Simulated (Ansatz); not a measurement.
# C₄N₄Si: how energies converge with the basis set

The task here is to estimate one member of a computed series from the others.

Computed with Ansatz 0.2.0, Gaussian basis. Level: one geometry, several basis sets.

Plan: PBE0-D4/def2-SVP; ωB97M-V/def2-SVP; PBE0-D4/def2-QZVPP; ωB97M-V/def2-QZVPP; the functionals' def2-TZVPP values are taken from earlier runs.

## The geometry

All runs share one geometry, relaxed beforehand with PBE0-D4 in a triple-zeta def2 set.

9 atoms, charge 0, spin multiplicity 1.

Atoms are counted from 1 here; the program's logs count them from 0.

Bond lengths: N1–C2 1.151 Å, C2–Si3 1.822 Å, Si3–C4 1.822 Å, Si3–C6 1.822 Å, Si3–C8 1.822 Å, C4–N5 1.151 Å, C6–N7 1.151 Å, C8–N9 1.151 Å. Angles: N1–C2–Si3 180.0°, C2–Si3–C4 109.5°, C2–Si3–C6 109.5°, C2–Si3–C8 109.5°, C4–Si3–C6 109.5°, C4–Si3–C8 109.5°, C6–Si3–C8 109.5°, Si3–C4–N5 179.9°, Si3–C6–N7 179.8°, Si3–C8–N9 179.9°.

The first run:

in.yaml reads:

```yaml
crystal:
  periodic: [false, false, false]
  atoms:
    - {symbol: N, position_ang: [2.205055, -1.940927, -0.461989]}
    - {symbol: C, position_ang: [1.351834, -1.189527, -0.283489]}
    - {symbol: Si, position_ang: [0.000271, -0.000639, -0.000180]}
    - {symbol: C, position_ang: [-1.095090, 0.032074, -1.456045]}
    - {symbol: N, position_ang: [-1.785963, 0.054963, -2.376165]}
    - {symbol: C, position_ang: [0.698512, 1.660441, 0.271281]}
    - {symbol: N, position_ang: [1.136257, 2.710822, 0.443129]}
    - {symbol: C, position_ang: [-0.954407, -0.504987, 1.467690]}
    - {symbol: N, position_ang: [-1.556470, -0.822230, 2.395767]}
basis:
  gaussian: {orbitals: def2-SVP}
hamiltonian: {xc: pbe0, dispersion: d4}
output: {orbitals: {seedname: orbitals}}
```

Command:

```bash
> ansatz run in.yaml --threads 2 --pin off --events-out ev --progress --plain --max-ram 32768MiB --backend cpu
```

Steps of the session up to this table: PBE0-D4 in def2-SVP; ωB97M-V in def2-SVP; PBE0-D4 in def2-QZVPP; ωB97M-V in def2-QZVPP.

One table of the session follows, with a row left open; its other results are not shown here.

It belongs to the step «Functionals by basis». 

| functional | basis | HOMO (eV) | LUMO (eV) |
| --- | --- | --- | --- |
| PBE0-D4 | def2-SVP | -11.28 | -2.83 |
| PBE0-D4 | def2-TZVPP | ? | ? |
| PBE0-D4 | def2-QZVPP | -11.36 | -3.07 |
| ωB97M-V | def2-SVP | -13.57 | -0.64 |
| ωB97M-V | def2-TZVPP | -13.67 | -0.92 |
| ωB97M-V | def2-QZVPP | -13.69 | -0.94 |

**Question.** Estimate the row for PBE0-D4, def2-TZVPP.

As computed: HOMO (eV): -11.35; LUMO (eV): -3.05. In the column «HOMO (eV)» it lies between PBE0-D4, def2-QZVPP (-11.36) and PBE0-D4, def2-SVP (-11.28).
